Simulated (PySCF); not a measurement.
# The bond of TlN, level by level

One table from this session's results is given with a row withheld; the runs are named, their logs left out.

Program: PySCF 2.14.0. Level of theory: Tl def2-SVPD with ECP60, N def2-SVPD, scalar-relativistic core potentials. These are calculated values, not measurements.

The first run:

The job is set up so:

```json
{"atoms": "Tl, N", "charge": "0", "basis": "Tl def2-SVPD with ECP60, N def2-SVPD", "Hamiltonian": "scalar-relativistic core potentials", "basis functions": "52", "electrons treated": "28", "masses in u": "204.9744, 14.0031", "levels": "PBE0, PBE, r²SCAN, PW91, r²SCAN0, M06-L, LC-ωPBE, HF, MP2, SCS-MP2, CCSD, CCSD(T)", "grid": "80 radial by 434 angular points", "occupations": "held fixed by the projection of orbital angular momentum", "dissociation limit": "Tl + N, each in its ground configuration", "starting distance in angstrom": "2.085", "values of 2S to try": "0, 2, 4"}
```

The run is started by

```bash
> OMP_NUM_THREADS=1 python dia.py task.json out
```

Among the steps run: The job; The PBE0 curve of the state that the search chose; Higher solutions at PBE0; PBE (GGA); r²SCAN (meta-GGA); PW91 (GGA); r²SCAN0 (hybrid meta-GGA); M06-L; LC-ωPBE; ROHF; Adding correlation.

One table of the session follows, with a row left open; its other results are not shown here.

Differences from CCSD(T) in the same basis:

```
       level  Re (mÅ)  ωe (%)
        ROHF      -47   +14.2
    ROHF-MP2      -36   +10.2
ROHF-SCS-MP2      -25    +7.9
   ROHF-CCSD      -11    +3.2
         PBE       +1    +1.9
        PW91       -2    +2.5
      r²SCAN      -17    +4.0
       M06-L       +4    +2.0
        PBE0      -28    +6.7
     r²SCAN0      -35    +6.8
     LC-ωPBE        ?       ?
```

Estimate the missing values for LC-ωPBE.

**Answer.** Re (mÅ): -68; ωe (%): +14.5. In the column «Re (mÅ)» it is the lowest.
